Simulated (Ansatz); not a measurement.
# Hafnium, simple cubic under LDA: structure, energy and stiffness

What does LDA give for hafnium in the simple cubic structure? We relax it, solve it on a dense k-mesh, switch on spin-orbit coupling, then scale the cell to 7 volumes from 88 to 112 % of the relaxed one and try a fit of the equation of state. The k-meshes are 11×11×11 for the relaxation; 18×18×18 for the dense run; 11×11×11 for spin-orbit coupling; 13×13×13 for the volumes.

This is Hf in the simple cubic structure; at room conditions it is hcp.

Program: Ansatz 0.2.0. Level of theory: DFT LDA (PW92), plane waves (420 eV) with PAW, scalar-relativistic; PAW files made under PBE, frozen cores solved again for the functional. These are calculated values, not measurements.

## Step 1: The starting structure

The structure is cubic, space group Pm-3m (No. 221). Conventional cell: a = 2.891 Å, b = 2.891 Å, c = 2.891 Å, α = 90.00°, β = 90.00°, γ = 90.00°. Hf (site symmetry m-3m) is surrounded by 6 Hf at 2.89 Å.

Structure file:

```cif
data_structure
_symmetry_space_group_name_H-M 'P 1'
_symmetry_Int_Tables_number 1
_cell_length_a 2.8913
_cell_length_b 2.8913
_cell_length_c 2.8913
_cell_angle_alpha 90.000
_cell_angle_beta 90.000
_cell_angle_gamma 90.000
_cell_volume 24.17
loop_
_atom_site_label
_atom_site_type_symbol
_atom_site_fract_x
_atom_site_fract_y
_atom_site_fract_z
_atom_site_occupancy
Hf1 Hf 0.00000 0.00000 0.00000 1
```

## Step 2: Relaxation of the cell

Input file input.yaml:

```yaml
crystal:
  lattice:
    - [2.8913220498, 0.0, 0.0]
    - [0.0, 2.8913220498, 0.0]
    - [0.0, 0.0, 2.8913220498]
  atoms:
    - { symbol: Hf, position: [0.0, 0.0, 0.0] }
hamiltonian:
  xc: lda
  pseudopotentials:
    kind: paw
    azcp:
      Hf: "pseudopotentials/Hf.paw.azcp"
basis:
  ecutwfc: 420
  fft_grid_basis: typed
kpoints:
  mp_grid: { grid: [11, 11, 11], shift: [0, 0, 0] }
magnetization:
  spin_polarized: false
scf:
  occupations: { method: fermi_dirac, width: 0.1 }
relax:
  max_steps: 60
  f_tol: 0.01
  cell: {}
output:
  write_density: true
  write_potential: true
  elf: true
  volumetric_format: npy
```

Further steps of the session: Dense single point; A two-component run at the same geometry; At 88 % of the relaxed volume; At 92 % of the relaxed volume; At 96 % of the relaxed volume; At 100 % of the relaxed volume; At 104 % of the relaxed volume; At 108 % of the relaxed volume; At 112 % of the relaxed volume.

What does the calculation give? Wanted: space group; conventional cell; volume; shortest distance; gap on the mesh; relative to hcp; V₀, B₀, B₀′.

**Answer**, as computed:

```
                      quantity                         value
space group (spins left aside)               Pm-3m (No. 221)
             conventional cell                   a = 2.824 Å
                        volume                22.521 Å³/atom
             shortest distance                       2.824 Å
               gap on the mesh  none (levels filled in part)
               relative to hcp                +1033 meV/atom
                   V₀, B₀, B₀′   22.548 Å³/atom, 90 GPa, 3.7
```

What this shows: The relaxation shrank the cell by 6.8 % in volume. Against the reference form of hafnium (hcp, computed apart with the same settings) it stands 1033 meV/atom higher, so it is far from stable. Levels at the Fermi energy are filled in part, as in a metal. Totals with and without spin-orbit coupling (-17.8 eV/atom apart) can't be read as binding, since the two-component data shift the zero of energy. B₀ comes out at 90 GPa. The symmetry was held, so the structure may be unstable against distortions that break it.
